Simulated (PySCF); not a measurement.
# AsF: from the state search to spectroscopic constants

An exercise on one series of results from a longer session: the logs are not shown, and one member is left open.

The runs use PySCF 2.14.0; As def2-SVP, F def2-SVP, no relativity.

The first run:

The job is set up so:

```json
{
  "atoms": "As, F",
  "charge": "0",
  "basis": "As def2-SVP, F def2-SVP",
  "Hamiltonian": "no relativity",
  "basis functions": "46",
  "electrons treated": "42",
  "masses in u": "74.9216, 18.9984",
  "levels": "PBE0, PBE, r²SCAN, BHandHLYP, MN15, M06-L, HF, MP2, SCS-MP2, CCSD, CCSD(T)",
  "grid": "80 radial by 434 angular points",
  "occupations": "held fixed by the projection of orbital angular momentum",
  "dissociation limit": "As + F, each in its ground configuration",
  "starting distance in angstrom": "1.790",
  "values of 2S to try": "0, 2, 4"
}
```

Run with:

```
$ OMP_NUM_THREADS=1 python dia.py task.json out
```

Steps of the session up to this table: The job; The PBE0 curve of the state that the search chose; Excited determinants; PBE (GGA); r²SCAN (meta-GGA); BHandHLYP; MN15; M06-L (meta-GGA); UHF (mean field); Adding correlation.

One of the session's tables, all rows but one given; the rest of the session is left out.

```
      level  Re (Å)  ωe (cm⁻¹)  De (eV)
        UHF   1.735        732     2.00
    UHF-MP2   1.755        703     3.67
UHF-SCS-MP2   1.758        695     3.56
   UHF-CCSD   1.757        698     3.36
UHF-CCSD(T)   1.761        688     3.46
        PBE   1.772        671     4.53
     r²SCAN   1.754        695     4.17
      M06-L   1.768        677     4.26
       PBE0   1.750        705     4.05
       MN15       ?          ?        ?
  BHandHLYP   1.740        722     3.70
```

Q: Estimate the row for MN15 from the others.

As computed: Re (Å): 1.740; ωe (cm⁻¹): 721; De (eV): 4.14.
